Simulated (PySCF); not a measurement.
**C₂H₇B₃F₃N: electronic excitations**

Wanted: the electronic excitations of C₂H₇B₃F₃N (`BN(CBF)CB(F)F`), by calculation.

The runs use PySCF 2.14.0, with density-fitted response routines of our own; the level of theory stands in each step. All values are computed, except where a source is named. Atoms count from 0, in the outputs and in this text.

### 1 The molecule as given

16 atoms, charge 0, multiplicity 1; geometry from: GFN2-xTB.

Bonds of the start (Å): B0–N1 1.38, N1–C2 1.46, C2–B3 1.58, B3–F4 1.31, N1–C5 1.46, C5–B6 1.59, B6–F7 1.32, B6–F8 1.31, B0–H9 1.17, B0–H10 1.17, C2–H11 1.10, C2–H12 1.10, B3–H13 1.17, C5–H14 1.09, C5–H15 1.10.

### 2 TDDFT and polarisability: CAM-B3LYP/def2-SVPD

The job: settings as JSON, then the geometry in Å.

```
{"job": {"kind": "uv", "xc": "CAM-B3LYP", "basis": "def2-SVPD", "nstates": 8, "ntriplets": 3}, "charge": 0, "multiplicity": 1}
B     -0.222783     1.916660     0.771177
N     -0.094166     0.835812    -0.072495
C     -1.193940    -0.059049    -0.413684
B     -1.309089    -1.384661     0.445912
F     -2.210202    -2.271483     0.089904
C      1.173986     0.407812    -0.662696
B      1.652748    -1.009527    -0.111131
F      1.559795    -2.121098    -0.813380
F      2.174840    -1.177764     1.082235
H     -1.281448     2.177380     1.197657
H      0.717137     2.566731     1.021400
H     -2.129822     0.495711    -0.282738
H     -1.146818    -0.294506    -1.486560
H     -0.678547    -1.621101     1.407004
H      1.917632     1.171892    -0.428973
H      1.063077     0.376136    -1.755044
```

Level: TDDFT CAM-B3LYP/def2-SVPD, vertical, gas phase, core orbitals frozen in the response.

Command:

```console
> OMP_NUM_THREADS=1 python probes_run.py task.json out
```

The driver reads the jobs from task.json and runs them one after another.

What will the session give for the following? lowest singlet (CAM-B3LYP/def2-SVPD); brightest single state of those computed; lowest triplet. Wanted: lowest singlet; brightest single state of those computed; lowest triplet.

As calculated:

| quantity | value |
| --- | --- |
| lowest singlet (CAM-B3LYP/def2-SVPD) | 5.18 eV (239 nm), f = 0.007 |
| brightest single state of those computed | state 3, 7.04 eV, f = 0.156 |
| lowest triplet | 4.74 eV |

In words: The lowest singlet, at 5.18 eV, is HOMO→LUMO 0.93 and is weak; of the 8 states computed, the strongest absorption comes from state 3 at 7.04 eV. The lowest triplet lies 0.44 eV below the lowest singlet (triplets in Tamm-Dancoff, singlets in full TDDFT).
